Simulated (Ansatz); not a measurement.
Here is an Ansatz 0.2.0 calculation.

input.yaml

```yaml
crystal:
  lattice:
    - [4.0027668699, 0.0, 0.0]
    - [0.0, 4.0027668699, 0.0]
    - [0.0, 0.0, 5.052716118]
  atoms:
    - { symbol: Mg, position: [0.0, 0.0, 0.5] }
    - { symbol: Mg, position: [0.5, 0.5, 0.0] }
    - { symbol: C, position: [0.387655, 0.612345, 0.5] }
    - { symbol: C, position: [0.112345, 0.112345, 0.0] }
    - { symbol: C, position: [0.612345, 0.387655, 0.5] }
    - { symbol: C, position: [0.887655, 0.887655, 0.0] }
hamiltonian:
  xc: pbesol
  pseudopotentials: { kind: paw }
kpoints:
  mp_grid: { grid: [7, 7, 6] }
scf:
  occupations: { method: tetrahedron }
output:
  forces: true
  stress: true
```

Potentials or basis: Ansatz PAW.

The run is started by

```console
$ ansatz run input.yaml --threads 2 --pin off --max-ram 5632MiB --backend cpu --events-out ev --progress --plain --runs-dir out
```

Problem. Estimate the largest force.

Solution. 1.053 eV/Å.

Problem. Estimate the pressure.

Solution. -6.4 GPa.

Forces in eV/Å, atoms in the order of the input:
```
Mg   0.000  0.000  0.000
Mg   0.000  0.000  0.000
C    0.744 -0.744  0.000
C   -0.744 -0.744  0.000
C   -0.744  0.744  0.000
C    0.744  0.744  0.000
```

Caveat: the PAW data sets come from PBE, with cores solved anew for the run's functional, which leaves a small shift of forces and pressure; forces of over 1 eV/Å show positions far from the minimum, so gaps and moduli don't describe the material at rest; with tetrahedron occupations forces and stress needn't match the slope of the energy.
